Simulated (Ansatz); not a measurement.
# C2H7FSi2: basis-set convergence

How large a basis does C2H7FSi2 need? Two functionals are run in growing sets.

Method: one geometry, several basis sets; program: Ansatz 0.2.0, Gaussian basis.

Plan: PBE0-D4/def2-SVP; ωB97M-V/def2-SVP; PBE0-D4/def2-QZVPP; ωB97M-V/def2-QZVPP; the functionals' def2-TZVPP values are taken from earlier runs.

### Step 1. The relaxed structure

The geometry comes from an earlier relaxation with PBE0-D4 in a triple-zeta def2 set; it is a stationary point, not always the lowest conformer.

12 atoms, charge 0, spin multiplicity 1.

Atoms are counted from 1 here; the program's logs count them from 0.

Bond lengths: F1–Si2 1.609 Å, Si2–C3 1.889 Å, Si2–Si5 2.332 Å, Si2–H6 1.488 Å, C3–C4 1.555 Å, C3–H7 1.093 Å, C3–H8 1.097 Å, C4–Si5 1.910 Å, C4–H9 1.094 Å, C4–H10 1.092 Å, Si5–H11 1.491 Å, Si5–H12 1.488 Å. Angles: F1–Si2–C3 111.6°, F1–Si2–Si5 113.8°, F1–Si2–H6 106.0°, C3–Si2–Si5 77.1°, C3–Si2–H6 118.2°, Si5–Si2–H6 127.6°, Si2–C3–C4 98.9°, Si2–C3–H7 118.4°, Si2–C3–H8 107.3°, C4–C3–H7 114.5°, C4–C3–H8 110.1°, H7–C3–H8 107.1°, C3–C4–Si5 99.4°, C3–C4–H9 110.0°, C3–C4–H10 114.2°, Si5–C4–H9 108.3°, Si5–C4–H10 117.2°, H9–C4–H10 107.4° and more.

### Step 2. PBE0-D4 in def2-SVP

The input, in.yaml:

```yaml
crystal:
  periodic: [false, false, false]
  atoms:
    - {symbol: F, position_ang: [-2.377653, 0.470400, 0.846328]}
    - {symbol: Si, position_ang: [-1.392280, 0.188122, -0.393673]}
    - {symbol: C, position_ang: [-0.157436, -1.185954, -0.001247]}
    - {symbol: C, position_ang: [0.972280, -0.322815, 0.629224]}
    - {symbol: Si, position_ang: [0.635909, 1.331500, -0.264856]}
    - {symbol: H, position_ang: [-2.269043, 0.025781, -1.584568]}
    - {symbol: H, position_ang: [-0.490336, -2.021111, 0.619801]}
    - {symbol: H, position_ang: [0.177721, -1.607020, -0.956800]}
    - {symbol: H, position_ang: [0.782691, -0.180857, 1.697459]}
    - {symbol: H, position_ang: [1.971388, -0.751549, 0.528145]}
    - {symbol: H, position_ang: [1.345667, 1.406469, -1.573396]}
    - {symbol: H, position_ang: [0.878090, 2.591934, 0.487585]}
basis:
  gaussian: {orbitals: def2-SVP}
hamiltonian: {xc: pbe0, dispersion: d4}
output: {orbitals: {seedname: orbitals}}
```

Started as:

```bash
> ansatz run in.yaml --threads 4 --pin off --events-out ev --progress --plain --max-ram 10444MiB
```

Further steps of the session: ωB97M-V in def2-SVP; PBE0-D4 in def2-QZVPP; ωB97M-V in def2-QZVPP.

**Question.** What will the summary of the whole plan be? Wanted: PBE0-D4: double and triple zeta above quadruple; ωB97M-V: double and triple zeta above quadruple.

As calculated:

```
                                       quantity           value
PBE0-D4: double and triple zeta above quadruple  12.26, 0.81 eV
ωB97M-V: double and triple zeta above quadruple  12.43, 0.76 eV
```

What this shows: PBE0-D4 gains 11.45 eV from double to triple zeta, then 0.81 eV more. These are total energies; as a rule much of such shifts cancels in differences, which this series doesn't test. The LUMO of ωB97M-V is positive and keeps falling with the basis (1.82 to 1.21 eV): an unbound level that the basis holds in place.
